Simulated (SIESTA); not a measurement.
The system is In2Ag.

```
In Ag
1.0
    -3.43450    3.43450    2.80200
     3.43450   -3.43450    2.80200
     3.43450    3.43450   -2.80200
In Ag
4 2
Direct
  0.34200 0.15800 0.50000
  0.84200 0.34200 0.18400
  0.65800 0.84200 0.50000
  0.15800 0.65800 0.81600
  0.25000 0.25000 0.00000
  0.75000 0.75000 0.00000
```

| Property | Result |
| --- | --- |
| Program | SIESTA 5.4.2 |
| Task | single point |
| Functional | PBEsol |
| Potentials or basis | PseudoDojo 0.4 standard (PBEsol files) |
| Basis | DZP (energy shift 0.003 Ry; two zetas on semicore shells) |
| Grid cutoff | 800 Ry |
| Energy shift | 0.003 Ry |
| k mesh | 6 × 6 × 6 |
| Occupations | fermi-dirac, width 0.05 eV |
| Spin | no spin polarisation |

On this cell: pressure -0.3 GPa; largest force 0.180 eV/Å; band gap on the k mesh none (metal or under the smearing width).

The same run follows on a disturbed copy (atoms moved at random, drawn with an rms of 0.05 Å):

```xyz
6
Lattice="-3.4345 3.4345 2.8020 3.4345 -3.4345 2.8020 3.4345 3.4345 -2.8020" Properties=species:S:1:pos:R:3 pbc="T T T"
In    1.0657    2.3480    0.0156
In   -1.0835    2.3287    2.8031
In    2.3232    1.0550    2.8014
In    4.5387    1.0416   -0.0173
Ag    0.0025   -0.0208    1.4173
Ag   -0.0073    0.0304    4.1963
```

What changes?

The energy (extrapolated to zero smearing) moves by +2.0 meV/atom; pressure -0.3 GPa; largest force 0.294 eV/Å; band gap on the k mesh none (metal or under the smearing width).

Forces in eV/Å, atoms in the order of the input:
```
In  -0.049  0.119 -0.014
In   0.014  0.223 -0.055
In   0.267  0.013 -0.018
In  -0.264  0.003  0.101
Ag  -0.028 -0.107 -0.155
Ag   0.060 -0.251  0.141
```

Stress tensor (GPa, compression positive):
```
-0.13 -0.05 -0.05
-0.05 -0.50 -0.04
-0.05 -0.04 -0.14
```

Caveats: short orbitals over semicore shells can move pressures by several GPa; the basis of atomic orbitals isn't converged, which shifts pressures, moduli and gaps.
